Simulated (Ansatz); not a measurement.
# H6LiNSi2: the cost of one run

All numbers below are computed with Ansatz 0.2.0 (RKS r2SCAN-D4/def2-SVP).

### 1 The starting structure

Bond lengths: Li1–N2 1.897 Å, N2–Si3 1.785 Å, N2–Si4 1.811 Å, Si3–H5 1.459 Å, Si3–H6 1.480 Å, Si3–H7 1.530 Å, Si4–H8 1.478 Å, Si4–H9 1.531 Å, Si4–H10 1.400 Å. Angles (14 of 15 angles, heavy atoms first): Li1–N2–Si3 107.0°, Li1–N2–Si4 108.3°, Si3–N2–Si4 106.7°, N2–Si3–H5 110.5°, N2–Si3–H6 110.8°, N2–Si3–H7 108.9°, N2–Si4–H8 106.8°, N2–Si4–H9 108.8°, N2–Si4–H10 113.4°, H5–Si3–H6 110.4°, H5–Si3–H7 108.4°, H6–Si3–H7 107.7°, H8–Si4–H9 106.6°, H8–Si4–H10 109.8°.

Coordinates:

```xyz
10

Li   -2.3103   -0.3429   -0.5013
N    -0.4293   -0.5042   -0.6853
Si    0.2215    1.1474   -0.8751
Si    0.2391   -1.1513    0.8680
H    -0.2334    1.7335   -2.1311
H    -0.1724    2.0026    0.2668
H     1.7499    1.0789   -0.8988
H    -0.3610   -2.4872    1.0674
H    -0.2563   -0.2740    2.0206
H     1.6352   -1.2539    0.8718
```

### 2 End point A

input.yaml reads:

```yaml
crystal:
  periodic: [false, false, false]
  atoms:
    - { symbol: Li, position_ang: [-2.3103, -0.3429, -0.5013] }
    - { symbol: "N", position_ang: [-0.4293, -0.5042, -0.6853] }
    - { symbol: Si, position_ang: [0.2215, 1.1474, -0.8751] }
    - { symbol: Si, position_ang: [0.2391, -1.1513, 0.868] }
    - { symbol: H, position_ang: [-0.2334, 1.7335, -2.1311] }
    - { symbol: H, position_ang: [-0.1724, 2.0026, 0.2668] }
    - { symbol: H, position_ang: [1.7499, 1.0789, -0.8988] }
    - { symbol: H, position_ang: [-0.361, -2.4872, 1.0674] }
    - { symbol: H, position_ang: [-0.2563, -0.274, 2.0206] }
    - { symbol: H, position_ang: [1.6352, -1.2539, 0.8718] }
basis:
  gaussian: { orbitals: def2-SVP }
hamiltonian:
  xc: r2scan
  dispersion: d4
relax:
  f_tol: 0.015
  max_steps: 40
```

Started as:

```sh
> ansatz run input.yaml --threads 2 --pin off --max-ram 3072MiB --backend cpu --events-out ev --progress --plain --runs-dir out
```

**Question.** How long does this run take on 2 threads of Intel Xeon 6975P-C (Granite Rapids), shared host, and how much memory does it need?

About 39 s, with a peak of 0.18 GiB.
